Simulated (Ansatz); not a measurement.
# LiTa3O4: the cost of one run

Program: Ansatz 0.2.0. Level of theory: DFT PBE, scalar-relativistic, plane waves, PAW, unless a step names another level. These are calculated values, not measurements.

8 further runs of the same task are left out: 7 that didn't finish, 1 set aside as unsound or not needed.

### Step 1. The starting structure

It takes space group P1 (No. 1, triclinic). Conventional cell: a = 2.875 Å, b = 2.923 Å, c = 10.870 Å, α = 92.48°, β = 92.10°, γ = 91.62°. Li (site symmetry 1) is surrounded by 3 O at 1.89 to 1.93 Å. Ta (site symmetry 1) has 4 O at 2.23 to 2.29 Å as nearest neighbours. Ta (site symmetry 1) is surrounded by 4 O at 2.22 to 2.28 Å. Ta (site symmetry 1) has 7 O at 2.07 to 2.28 Å as nearest neighbours. Around O (site symmetry 1) lie 1 Li at 1.93 Å and 4 Ta at 2.22 to 2.28 Å. O (site symmetry 1) is surrounded by 4 Ta at 2.11 to 2.17 Å. Around O (site symmetry 1) lie 2 Li at 1.89 Å and 2 Ta at 2.07 to 2.08 Å. Around O (site symmetry 1) lie 5 Ta at 2.23 to 2.29 Å.

As a file:

```cif
data_structure
_symmetry_space_group_name_H-M 'P 1'
_symmetry_Int_Tables_number 1
_cell_length_a 2.8752
_cell_length_b 2.9235
_cell_length_c 10.8703
_cell_angle_alpha 92.485
_cell_angle_beta 92.104
_cell_angle_gamma 91.616
_cell_volume 91.18
loop_
_atom_site_label
_atom_site_type_symbol
_atom_site_fract_x
_atom_site_fract_y
_atom_site_fract_z
_atom_site_occupancy
Li1 Li 0.79504 0.98093 0.85975 1
Ta1 Ta 0.63427 0.05828 0.38407 1
Ta2 Ta 0.34353 0.43958 0.59789 1
Ta3 Ta 0.08712 0.51295 0.08630 1
O1 O 0.85752 0.95505 0.68357 1
O2 O 0.59522 0.02210 0.14352 1
O3 O 0.56490 0.48902 0.94878 1
O4 O 0.12240 0.54209 0.29610 1
```

It came out lowest among 24 distinct ends of the trial cells. At a tolerance of 0.05 Å it has space group P1 (No. 1).

### Step 2. Relaxing to 0.001 eV/Å, on the response runs' mesh and smearing

input.yaml reads:

```yaml
crystal:
  lattice:
    - [2.8751621639, 0.0028579492, -0.0054005187]
    - [-0.0853199375, 2.9222425616, 0.0047131864]
    - [-0.3782945896, -0.4999809551, 10.8521738023]
  atoms:
    - { symbol: Li, position: [0.7950392501, 0.9809309545, 0.8597547464] }
    - { symbol: Ta, position: [0.6342748861, 0.0582844631, 0.3840727246] }
    - { symbol: Ta, position: [0.3435252218, 0.4395752243, 0.5978909321] }
    - { symbol: Ta, position: [0.0871184225, 0.5129526261, 0.086304383] }
    - { symbol: O, position: [0.8575197893, 0.9550500639, 0.6835700198] }
    - { symbol: O, position: [0.5952196005, 0.0221037092, 0.1435243223] }
    - { symbol: O, position: [0.5648999013, 0.489016464, 0.9487797872] }
    - { symbol: O, position: [0.1224029287, 0.5420864947, 0.2961030147] }
basis:
  ecutwfc: 420
kpoints:
  mp_grid: { grid: [10, 10, 4] }
hamiltonian:
  xc: pbe
scf:
  occupations: { method: gaussian, width: 0.1 }
output:
  forces: true
  stress: true
  eigenvalues: true
relax:
  adjacent_minimum: "off"
  f_tol: 0.001
  max_steps: 60
  cell: { stress_tol: 0.01 }
```

Run with:

```console
> ansatz run input.yaml --threads 3 --pin off --max-ram 7680MiB --backend cpu --events-out ev --progress --plain --runs-dir out
```

Q: Estimate wall time and peak memory on 3 threads of Intel Xeon at 2.70GHz, shared host.

About 3.5 min, with a peak of 0.86 GiB.
